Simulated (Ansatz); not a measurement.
# CH₇Al₂N: small, medium and large basis sets

How large a basis does CH₇Al₂N need? Two functionals are run in growing sets.

Computed with Ansatz 0.2.0, Gaussian basis. Level: one geometry, several basis sets.

The runs, in order: PBE0-D4/def2-SVP; ωB97M-V/def2-SVP; PBE0-D4/def2-QZVPP; ωB97M-V/def2-QZVPP; the functionals' def2-TZVPP values are taken from earlier runs.

## (1) The relaxed structure

The geometry comes from an earlier relaxation with PBE0-D4 in a triple-zeta def2 set; it is a stationary point, not always the lowest conformer.

SMILES `C[N]([AlH2])[AlH2]`, 11 atoms, charge 0, spin multiplicity 1.

Atoms are counted from 1 here; the program's logs count them from 0.

Bond lengths: C1–N2 1.467 Å, C1–H5 1.095 Å, C1–H6 1.095 Å, C1–H7 1.095 Å, N2–Al3 1.790 Å, N2–Al4 1.790 Å, Al3–H8 1.582 Å, Al3–H9 1.587 Å, Al4–H10 1.587 Å, Al4–H11 1.582 Å. Angles: N2–C1–H5 111.6°, N2–C1–H6 111.9°, N2–C1–H7 111.9°, H5–C1–H6 107.0°, H5–C1–H7 107.0°, H6–C1–H7 107.2°, C1–N2–Al3 119.3°, C1–N2–Al4 119.4°, Al3–N2–Al4 121.2°, N2–Al3–H8 118.3°, N2–Al3–H9 117.8°, H8–Al3–H9 123.9°, N2–Al4–H10 117.8°, N2–Al4–H11 118.3°, H10–Al4–H11 123.9°.

## (2) PBE0-D4 in def2-SVP

in.yaml reads:

```yaml
crystal:
  periodic: [false, false, false]
  atoms:
    - {symbol: C, position_ang: [-0.000739, 1.424990, 0.089603]}
    - {symbol: N, position_ang: [0.044242, -0.038785, 0.010069]}
    - {symbol: Al, position_ang: [-0.403938, -1.008547, 1.446015]}
    - {symbol: Al, position_ang: [0.446300, -0.822525, -1.548279]}
    - {symbol: H, position_ang: [0.975527, 1.845309, 0.354172]}
    - {symbol: H, position_ang: [-0.295892, 1.877212, -0.862801]}
    - {symbol: H, position_ang: [-0.712717, 1.770457, 0.846302]}
    - {symbol: H, position_ang: [-0.302283, -2.584161, 1.349799]}
    - {symbol: H, position_ang: [-0.896943, -0.231213, 2.738206]}
    - {symbol: H, position_ang: [0.676606, 0.111429, -2.809894]}
    - {symbol: H, position_ang: [0.535337, -2.401167, -1.592593]}
basis:
  gaussian: {orbitals: def2-SVP}
hamiltonian: {xc: pbe0, dispersion: d4}
output: {orbitals: {seedname: orbitals}}
```

Run with:

```
$ ansatz run in.yaml --threads 2 --pin off --events-out ev --progress --plain --max-ram 4352MiB
```

Further steps of the session: ωB97M-V in def2-SVP; PBE0-D4 in def2-QZVPP; ωB97M-V in def2-QZVPP.

Q: Predict the results of all the runs planned. Wanted: PBE0-D4: double and triple zeta above quadruple; ωB97M-V: double and triple zeta above quadruple.

As calculated:

| quantity | value |
| --- | --- |
| PBE0-D4: double and triple zeta above quadruple | 8.18, 0.58 eV |
| ωB97M-V: double and triple zeta above quadruple | 8.31, 0.56 eV |

In words: PBE0-D4 gains 7.60 eV from double to triple zeta, then 0.58 eV more. These are total energies; as a rule much of such shifts cancels in differences, which this series doesn't test.
